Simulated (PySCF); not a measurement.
# C8H16 (isopropylcyclopentane): the cost of one run

Computed with PySCF 2.14.0 and routines of our own; the level stands in each step. Atoms count from 0.

## 1. The system as given

24 atoms, charge 0, multiplicity 1; geometry from: GFN2-xTB.

## 2. Geometry optimisation at PBE0-D3(BJ)/def2-SVP

Job settings and geometry (Å):

```
{"job": {"xc": "PBE0", "basis": "def2-SVP", "d3": "d3bj", "grid": 2, "kind": "geom"}, "charge": 0, "multiplicity": 1}
C     -2.091575     0.346012     1.280280
C     -1.320803    -0.327042     0.145001
C     -2.143570    -0.255514    -1.140830
C      0.052030     0.332025    -0.033549
C      0.857735    -0.205291    -1.222455
C      2.295404     0.153220    -0.866244
C      2.377141    -0.205646     0.615759
C      0.986344     0.129791     1.180053
H     -2.271511     1.392446     1.041809
H     -3.053121    -0.140851     1.427668
H     -1.538874     0.297588     2.214677
H     -1.169376    -1.382261     0.401456
H     -2.230995     0.775716    -1.476509
H     -3.144731    -0.644865    -0.968270
H     -1.684864    -0.839556    -1.933928
H     -0.106749     1.404986    -0.185364
H      0.752303    -1.290293    -1.281757
H      0.543756     0.229124    -2.169924
H      2.454459     1.224310    -1.004365
H      3.027160    -0.383633    -1.468600
H      2.577389    -1.273123     0.720833
H      3.170948     0.335445     1.129361
H      1.021708     1.031021     1.791353
H      0.628057    -0.683845     1.811102
```

Launch:

```
OMP_NUM_THREADS=1 python excited_run.py task.json out
```

The driver reads the jobs from task.json and runs them one after another.

Q: Estimate the wall time and peak memory of this first job on 1 thread of Intel Xeon Platinum 8259CL at 2.50GHz, shared host.

About 1.8 min, with a peak of 0.91 GiB.
